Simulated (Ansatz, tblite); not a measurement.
**The cluster Ga₃H₇O₈: rung by rung**

One table from this session's results is given with a row withheld; the runs are named, their logs left out.

Program: Ansatz 0.2.0, Gaussian basis. Level of theory: as each input shows. These are calculated values, not measurements.

Levels to be run: GFN1-xTB, GFN2-xTB, PBE-D4/def2-TZVP, r2SCAN-D4/def2-TZVP, r2SCANh-D4/def2-TZVP, r2SCAN0-D4/def2-TZVP, PBE-D4/def2-SVP, PBE0-D4/def2-SVP, HF/STO-3G, MP2/def2-SVP, RPA/def2-SVP.

4 further runs of the same task are left out: 3 that didn't finish, 1 set aside as unsound or not needed. Runs told in other sessions of the task aren't counted.

## The relaxed structure

The singlet was relaxed beforehand with PBE-D4/def2-SVP.

18 atoms, charge 0, spin multiplicity 1.

Bond lengths: Ga1–O4 1.808 Å, Ga1–O7 1.956 Å, Ga1–O9 1.791 Å, Ga1–O10 2.038 Å, Ga2–O7 1.905 Å, Ga2–O8 1.794 Å, Ga2–O10 1.907 Å, Ga2–O11 1.913 Å, Ga3–O5 1.807 Å, Ga3–O6 1.822 Å, Ga3–O7 1.910 Å, Ga3–O11 2.014 Å, O4–H12 0.974 Å, O5–H13 0.976 Å, O6–H14 0.975 Å, O8–H15 0.975 Å, O9–H16 0.992 Å, O10–H17 0.975 Å and more. Angles: O4–Ga1–O7 112.5°, O4–Ga1–O9 125.3°, O4–Ga1–O10 98.9°, O7–Ga1–O9 112.8°, O7–Ga1–O10 81.5°, O9–Ga1–O10 116.7°, O7–Ga2–O8 133.2°, O7–Ga2–O10 86.3°, O7–Ga2–O11 86.3°, O8–Ga2–O10 122.2°, O8–Ga2–O11 113.0°, O10–Ga2–O11 109.0°, O5–Ga3–O6 119.6°, O5–Ga3–O7 119.2°, O5–Ga3–O11 111.0°, O6–Ga3–O7 110.1°, O6–Ga3–O11 107.2°, O7–Ga3–O11 83.4° and more.

PBE0-D4/def2-TZVP was run before; its log isn't repeated, and its numbers join the tables.

Set-up of the first run:

Tight binding, by tblite at 300 K electronic temperature and without a spin-polarisation term:

```python
tblite.interface.Calculator('GFN1-xTB', numbers, positions, charge=0, uhf=0).singlepoint()
```

Tight binding, by tblite at 300 K electronic temperature and without a spin-polarisation term:

```python
tblite.interface.Calculator('GFN2-xTB', numbers, positions, charge=0, uhf=0).singlepoint()
```

start.molden holds the orbitals of an earlier run on this state, given as this run's starting guess.

The input, in.yaml:

```yaml
crystal:
  periodic: [false, false, false]
  atoms:
    - {symbol: Ga, position_ang: [1.352703, -0.703892, -1.027326]}
    - {symbol: Ga, position_ang: [-0.057467, -0.633729, 1.498905]}
    - {symbol: Ga, position_ang: [-1.289351, 1.176568, -0.335039]}
    - {symbol: O, position_ang: [1.854433, -2.421204, -1.285641]}
    - {symbol: O, position_ang: [-3.082360, 1.311848, -0.511272]}
    - {symbol: O, position_ang: [-0.210079, 2.384268, -1.168939]}
    - {symbol: O, position_ang: [-0.478525, -0.553168, -0.357707]}
    - {symbol: O, position_ang: [-0.612770, -1.687463, 2.840219]}
    - {symbol: O, position_ang: [1.829857, 0.679994, -2.059165]}
    - {symbol: O, position_ang: [1.769896, -0.550061, 0.961466]}
    - {symbol: O, position_ang: [-0.756597, 1.143281, 1.607107]}
    - {symbol: H, position_ang: [2.072619, -2.581888, -2.221298]}
    - {symbol: H, position_ang: [-3.485897, 0.430925, -0.624939]}
    - {symbol: H, position_ang: [-0.717730, 2.972623, -1.757437]}
    - {symbol: H, position_ang: [-0.456334, -2.633311, 2.662252]}
    - {symbol: H, position_ang: [1.218251, 1.433726, -1.853558]}
    - {symbol: H, position_ang: [2.429588, -1.170870, 1.322566]}
    - {symbol: H, position_ang: [-1.380266, 1.402362, 2.309809]}
basis:
  gaussian: {orbitals: def2-TZVP, initial_orbitals: start.molden}
hamiltonian: {xc: pbe, dispersion: d4}
scf: {omitted_lower_state_checks: [starts]}
output: {forces: true, orbitals: {seedname: orbitals}}
```

On the command line:

```bash
> ansatz run in.yaml --threads 4 --pin off --events-out ev --progress --plain --max-ram 6963MiB
```

Among the steps run: PBE-D4/def2-TZVP; r2SCAN-D4/def2-TZVP; r2SCANh-D4/def2-TZVP; r2SCAN0-D4/def2-TZVP; PBE-D4/def2-SVP; PBE0-D4/def2-SVP; HF/STO-3G; MP2/def2-SVP; RPA/def2-SVP.

One of the session's tables, all rows but one given; the rest of the session is left out.

It belongs to the step «Binding energy». 

| level | binding an atom (eV) |
| --- | --- |
| HF/def2-SVP | ? |
| PBE-D4/def2-SVP | 3.985 |
| PBE-D4/def2-TZVP | 3.950 |
| r2SCAN-D4/def2-TZVP | 3.905 |
| r2SCANh-D4/def2-TZVP | 3.851 |
| PBE0-D4/def2-SVP | 3.839 |
| PBE0-D4/def2-TZVP | 3.816 |
| r2SCAN0-D4/def2-TZVP | 3.775 |
| MP2/def2-SVP | 3.827 |

Q: Estimate the row for HF/def2-SVP from the others.

**Answer.** binding an atom (eV): 2.571. In the column «binding an atom (eV)» it is the lowest.

Limits of these values: Free atoms were run apart at each level; binding is atoms less cluster, divided by the number of atoms, without zero-point or spin-orbit terms.
